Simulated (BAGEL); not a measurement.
# HF/def2-TZVP (density fitting with tzvpp-jkfit) run of SiBrCl3 (bromotrichlorosilane)

What is the energy change on altering one bond length of SiBrCl3 (bromotrichlorosilane) at HF/def2-TZVP (density fitting with tzvpp-jkfit)? 

Program for the calculation: BAGEL 1.2.2.

7 further runs of the same task are left out: 1 that didn't finish, 6 set aside as unsound or not needed.

## (1) Starting point

SiBrCl3: 5 atoms, total charge 0, spin state singlet. As SMILES, `Cl[Si](Cl)(Cl)Br`. Geometry: relaxed at PBE0-D4/def2-TZVP.

Bond lengths: Cl1–Si2 2.023 Å, Si2–Cl3 2.023 Å, Si2–Cl4 2.023 Å, Si2–Br5 2.188 Å. Angles: Cl1–Si2–Cl3 109.3°, Cl1–Si2–Cl4 109.3°, Cl1–Si2–Br5 109.7°, Cl3–Si2–Cl4 109.3°, Cl3–Si2–Br5 109.7°, Cl4–Si2–Br5 109.7°.

## (2) Energy and gradient at HF/def2-TZVP (density fitting with tzvpp-jkfit)

The input, input.json:

```json
{ "bagel": [

{
  "title": "molecule",
  "basis": "def2-tzvp.json",
  "df_basis": "tzvpp-jkfit",
  "angstrom": "true",
  "geometry": [
    { "atom": "Cl", "xyz": [   -0.852900,   -0.217700,    1.821600 ] },
    { "atom": "Si", "xyz": [    0.003400,   -0.042600,   -0.003200 ] },
    { "atom": "Cl", "xyz": [    1.690500,   -1.158200,   -0.059200 ] },
    { "atom": "Cl", "xyz": [   -1.285700,   -0.709700,   -1.412800 ] },
    { "atom": "Br", "xyz": [    0.494400,    2.054400,   -0.387900 ] }
  ]
},
{
  "title": "force",
  "method": [
    {
      "title": "hf"
    }
  ]
}

]}
```

The basis set def2-TZVP is read from a file made from the Basis Set Exchange's data (not shown).

Started as:

```bash
BAGEL_NUM_THREADS=1 BAGEL input.json > input.out
```

The log of the run:

```text
* using 1 threads per process

  ===============================================================
  ===============================================================

  *** Geometry ***

  { "atom" : "Cl", "xyz" : [     -1.611747,     -0.411393,      3.442325 ] },
  { "atom" : "Si", "xyz" : [      0.006425,     -0.080502,     -0.006047 ] },
  { "atom" : "Cl", "xyz" : [      3.194582,     -2.188681,     -0.111872 ] },
  { "atom" : "Cl", "xyz" : [     -2.429621,     -1.341139,     -2.669805 ] },
  { "atom" : "Br", "xyz" : [      0.934281,      3.882253,     -0.733025 ] },

  Number of auxiliary basis functions:      778

  Since a DF basis is specified, we compute 2- and 3-index integrals:
    o Being stored without compression. Storage requirement is 0.239 GB

  Number of basis functions:      196
  Number of electrons      :      100

    * METHOD: MOLECULE                             1.05

  The gradients will be computed analytically.

  *** RHF ***

  === Nuclear Repulsion ===
   718.5685263319

      * DIIS with orbital gradients will be used.

  === RHF iteration (def2-tzvp.json) ===
      0      -4240.02609900          0.00641138           0.73
      1      -4240.08452006          0.00406725           0.68
      2      -4240.10747578          0.00068144           0.66
      3      -4240.10851086          0.00018260           0.65
      4      -4240.10861692          0.00003881           0.66
      5      -4240.10862244          0.00001122           0.70
      6      -4240.10862288          0.00000405           0.66
      7      -4240.10862292          0.00000063           0.66
      8      -4240.10862292          0.00000014           0.66
      9      -4240.10862292          0.00000005           0.66
     10      -4240.10862292          0.00000002           0.66
     11      -4240.10862292          0.00000001           0.65
    * SCF iteration converged.

    * Permanent dipole moment:
           (   -0.005998,    -0.026185,     0.004823) a.u.

  * Nuclear energy gradient

    o Atom   0
        x          0.0000914008
        y          0.0000749172
        z         -0.0001746236
    o Atom   1
        x          0.0004397653
        y          0.0019637828
        z         -0.0003615533
    o Atom   2
        x         -0.0001208284
        y          0.0001507889
        z         -0.0000048097
    o Atom   3
        x          0.0001298753
        y          0.0001212737
        z          0.0001172620
    o Atom   4
        x         -0.0005402129
        y         -0.0023107637
        z          0.0004237249
  * Gradient computed with                              8.28

    * METHOD: FORCE                               17.59

  ===============================================================
```

Wall time 19 s (1 thread of AMD EPYC 9R45 (Zen 5), shared host); peak memory 1 GiB.

## (3) The distorted shape at the same level

The input, hf.json:

```json
{ "bagel": [

{
  "title": "molecule",
  "basis": "def2-tzvp.json",
  "df_basis": "tzvpp-jkfit",
  "angstrom": true,
  "geometry": [
    { "atom": "Cl", "xyz": [      -0.530647,      -0.050936,       2.173976 ] },
    { "atom": "Si", "xyz": [       0.325653,       0.124164,       0.349176 ] },
    { "atom": "Cl", "xyz": [       2.012753,      -0.991436,       0.293176 ] },
    { "atom": "Cl", "xyz": [      -1.285700,      -0.709700,      -1.412800 ] },
    { "atom": "Br", "xyz": [       0.816653,       2.221164,      -0.035524 ] }
  ]
},

{
  "title": "force",
  "method": [
    { "title": "hf" }
  ]
}

]}
```

The basis set def2-TZVP is read from a file made from the Basis Set Exchange's data (not shown).

Started as:

```bash
BAGEL_NUM_THREADS=1 BAGEL hf.json > hf.out
```

The log of the run:

```text
* using 1 threads per process

  ===============================================================
  ===============================================================

  *** Geometry ***

  { "atom" : "Cl", "xyz" : [     -1.002777,     -0.096255,      4.108219 ] },
  { "atom" : "Si", "xyz" : [      0.615395,      0.234636,      0.659847 ] },
  { "atom" : "Cl", "xyz" : [      3.803552,     -1.873543,      0.554022 ] },
  { "atom" : "Cl", "xyz" : [     -2.429621,     -1.341139,     -2.669805 ] },
  { "atom" : "Br", "xyz" : [      1.543251,      4.197392,     -0.067131 ] },

  Number of auxiliary basis functions:      778

  Since a DF basis is specified, we compute 2- and 3-index integrals:
    o Being stored without compression. Storage requirement is 0.239 GB

  Number of basis functions:      196
  Number of electrons      :      100

    * METHOD: MOLECULE                             1.03

  The gradients will be computed analytically.

  *** RHF ***

  === Nuclear Repulsion ===
   685.6887381834

      * DIIS with orbital gradients will be used.

  === RHF iteration (def2-tzvp.json) ===
      0      -4239.94103064          0.00737289           0.66
      1      -4240.01311697          0.00521797           0.67
      2      -4240.05593350          0.00070011           0.67
      3      -4240.05725033          0.00021937           0.65
      4      -4240.05743580          0.00005251           0.65
      5      -4240.05744861          0.00001996           0.65
      6      -4240.05745040          0.00000847           0.66
      7      -4240.05745071          0.00000180           0.66
      8      -4240.05745073          0.00000071           0.66
      9      -4240.05745073          0.00000026           0.65
     10      -4240.05745073          0.00000006           0.65
     11      -4240.05745073          0.00000002           0.68
     12      -4240.05745073          0.00000001           0.67
    * SCF iteration converged.

    * Permanent dipole moment:
           (   -0.691609,    -0.425409,    -0.722658) a.u.

  * Nuclear energy gradient

    o Atom   0
        x          0.0016508866
        y          0.0018471415
        z          0.0101161959
    o Atom   1
        x          0.0322215279
        y          0.0184796332
        z          0.0343570344
    o Atom   2
        x          0.0094036208
        y         -0.0010226548
        z          0.0043942646
    o Atom   3
        x         -0.0479324469
        y         -0.0246101679
        z         -0.0525094016
    o Atom   4
        x          0.0046564115
        y          0.0053060468
        z          0.0036419067
  * Gradient computed with                              8.35

    * METHOD: FORCE                               18.11

  ===============================================================
```

Wall time 20 s (1 thread of AMD EPYC 9R45 (Zen 5), shared host); peak memory 1 GiB.

## (4) What came out

At HF/def2-TZVP (density fitting with tzvpp-jkfit):

```
                                                           quantity           value
                                          first shape: total energy  -4240.10862 Eh
                                         first shape: dipole moment          0.07 D
                              first shape: largest force on an atom      0.124 eV/Å
                                      distorted shape: total energy  -4240.05745 Eh
                                     distorted shape: dipole moment          2.76 D
                          distorted shape: largest force on an atom      3.869 eV/Å
energy change with the Si2–Cl4 bond stretched from 2.023 to 2.529 Å        1.392 eV
```

What this shows: With the Si2–Cl4 bond stretched from 2.023 to 2.529 Å the energy rises by 1.39 eV (32 kcal/mol). The first shape isn't relaxed at this level, so the change isn't measured from a minimum.
